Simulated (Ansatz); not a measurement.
# BC: the cost of one run

Computed with Ansatz 0.2.0 (DFT PBE, scalar-relativistic, plane waves, PAW, unless a step's input says otherwise).

### 1 Starting point

Symmetry: R-3m, No. 166, trigonal system. The conventional cell has a = 2.378 Å, b = 2.378 Å, c = 18.290 Å, α = 90.00°, β = 90.00°, γ = 120.00°. B (site symmetry 3m) is surrounded by 3 C at 1.78 Å. C (site symmetry 3m) is surrounded by 3 B at 1.78 Å.

Structure file:

```cif
data_structure
_symmetry_space_group_name_H-M 'R-3m:H'
_symmetry_Int_Tables_number 166
_cell_length_a 2.3782
_cell_length_b 2.3782
_cell_length_c 18.2904
_cell_angle_alpha 90.000
_cell_angle_beta 90.000
_cell_angle_gamma 120.000
_cell_volume 89.59
loop_
_atom_site_label
_atom_site_type_symbol
_atom_site_symmetry_multiplicity
_atom_site_Wyckoff_symbol
_atom_site_fract_x
_atom_site_fract_y
_atom_site_fract_z
_atom_site_occupancy
B1 B 6 c 0.00000 0.00000 0.21370 1
C1 C 6 c 0.33333 0.66667 0.05807 1
```

This is candidate A: ScCl type (R-3m, No. 166).

(A quick probe on a coarse mesh, which set the mesh and smearing, is not shown.)

### 3 A loose first relaxation (candidate A)

Contents of input.yaml:

```yaml
crystal:
  lattice:
    - [1.1891189615, 0.6865381525, 6.0968117152]
    - [-1.1891189615, 0.6865381525, 6.0968117152]
    - [0.0, -1.373076305, 6.0968117152]
  atoms:
    - { symbol: B, position: [0.2137, 0.2137, 0.2137] }
    - { symbol: B, position: [0.7863, 0.7863, 0.7863] }
    - { symbol: C, position: [0.3914, 0.3914, 0.3914] }
    - { symbol: C, position: [0.6086, 0.6086, 0.6086] }
basis:
  ecutwfc: 420
kpoints:
  mp_grid: { grid: [9, 9, 9] }
hamiltonian:
  xc: pbe
scf:
  occupations: { method: gaussian, width: 0.1 }
  lower_state_search: "off"
output:
  forces: true
  stress: true
  eigenvalues: true
relax:
  adjacent_minimum: "off"
  f_tol: 0.04
  max_steps: 70
  cell: { stress_tol: 0.4 }
```

The run is started by

```sh
> ansatz run input.yaml --threads 1 --pin off --max-ram 2560MiB --backend cpu --events-out ev --progress --plain --runs-dir out
```

What time and memory should one allow on 1 thread of an x86-64 CPU, shared host?

About 78 s, with a peak of 0.35 GiB.
